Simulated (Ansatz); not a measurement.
A nudged elastic band was laid between two geometries of a periodic cell of 17 atoms, Li (host Li, host structure bcc, interstitial Li).

These are results of Ansatz 0.2.0, DFT r2SCAN, scalar-relativistic, plane waves, PAW, not measurements. Settings: cutoff 500 eV, k mesh 4x4x4, gaussian smearing 0.05 eV, no spin polarisation.

```json
{
  "movable images": "5",
  "climbing image": "yes",
  "spring": "5.0 eV/Å²",
  "optimiser": "quadratic models (default)",
  "start path": "IDPP",
  "force threshold": "0.05 eV/Å",
  "iteration limit": "40",
  "end points": "relaxed"
}
```

First end point:

```xyz
17
Lattice="6.9800 0.0000 0.0000 0.0000 6.9800 0.0000 0.0000 0.0000 6.9800" Properties=species:S:1:pos:R:3
Li 0.116 -0.020 0.142
Li 3.505 -0.005 0.098
Li 0.043 3.465 0.036
Li 0.338 0.109 3.230
Li 1.904 1.892 1.681
Li 3.146 4.182 0.434
Li 3.471 -0.020 3.467
Li 5.254 1.790 1.794
Li -0.060 3.356 3.658
Li 1.513 5.136 2.075
Li 1.791 1.769 5.303
Li 3.543 3.481 3.553
Li 5.354 5.263 1.876
Li 5.708 1.021 4.883
Li 1.697 5.292 5.212
Li 5.309 5.239 5.258
Li 4.418 2.600 -0.844
```

Last end point:

```xyz
17
Lattice="6.9800 0.0000 0.0000 0.0000 6.9800 0.0000 0.0000 0.0000 6.9800" Properties=species:S:1:pos:R:3
Li -0.002 -0.117 0.132
Li 3.537 -0.078 0.017
Li 0.002 3.459 0.090
Li -0.112 -0.325 3.248
Li 1.748 1.609 1.854
Li 2.768 3.867 0.427
Li 3.628 0.050 3.671
Li 5.192 1.718 1.821
Li 0.062 3.509 3.432
Li 1.849 5.489 2.078
Li 1.737 1.651 5.262
Li 3.489 3.430 3.564
Li 5.095 5.053 1.695
Li 5.936 1.328 4.872
Li 1.683 5.286 5.209
Li 5.234 5.154 5.288
Li 4.352 2.545 -0.784
```

Task: What changes between the two ends?

Result: The atom that moves furthest is Li4, by 0.62 Å; four of its nearest neighbours are Li14 2.48, Li10 2.56, Li5 2.83, Li15 3.00 Å at the first end and Li14 2.50, Li10 2.56, Li13 2.85, Li15 2.99 Å at the last.

Task: Give the energies along the band, and the barrier.

Result: It converged. The highest image is number 3 of 0 to 6, 0.004 eV above the ends, which have the same energy within 2 meV. The top lies less than 8 meV above the higher end, about what the thresholds resolve: the motion is nearly free. By the program's own check the climbing image is of a kind that is not told: the force calls were inconclusive, a negative curvature could not be distinguished from the path's own, the only one lies far off the path, or fixed occupations may fill a level only in part (lowest curvatures found: -0.05 and -0.02 eV/Å²). Limits of this set-up: coarse k mesh, a small cell, in which the defect meets its images.

| image | path coordinate (Å) | energy (eV) |
| --- | --- | --- |
| 0 | 0.00 | 0.000 |
| 1 | 0.22 | 0.001 |
| 2 | 0.44 | 0.003 |
| 3 | 0.64 | 0.004 |
| 4 | 0.84 | 0.003 |
| 5 | 1.04 | 0.001 |
| 6 | 1.24 | 0.000 |

Task: What is the geometry of the highest image?

Result: 
```xyz
17
Lattice="6.9800 0.0000 0.0000 0.0000 6.9800 0.0000 0.0000 0.0000 6.9800" Properties=species:S:1:pos:R:3
Li 0.086 -0.097 0.150
Li 3.510 -0.045 0.061
Li 0.038 3.477 0.072
Li 0.093 -0.113 3.223
Li 1.824 1.749 1.773
Li 2.935 4.030 0.365
Li 3.548 0.031 3.579
Li 5.224 1.752 1.800
Li -0.015 3.442 3.556
Li 1.714 5.292 2.093
Li 1.749 1.712 5.277
Li 3.531 3.442 3.566
Li 5.209 5.150 1.772
Li 5.838 1.162 4.926
Li 1.674 5.305 5.189
Li 5.267 5.224 5.271
Li 4.399 2.576 -0.808
```

Run time: 14 min on 4 threads of Intel(R) Xeon(R) Platinum 8488C (Sapphire Rapids) (shared host), peak memory 3.1 GiB.
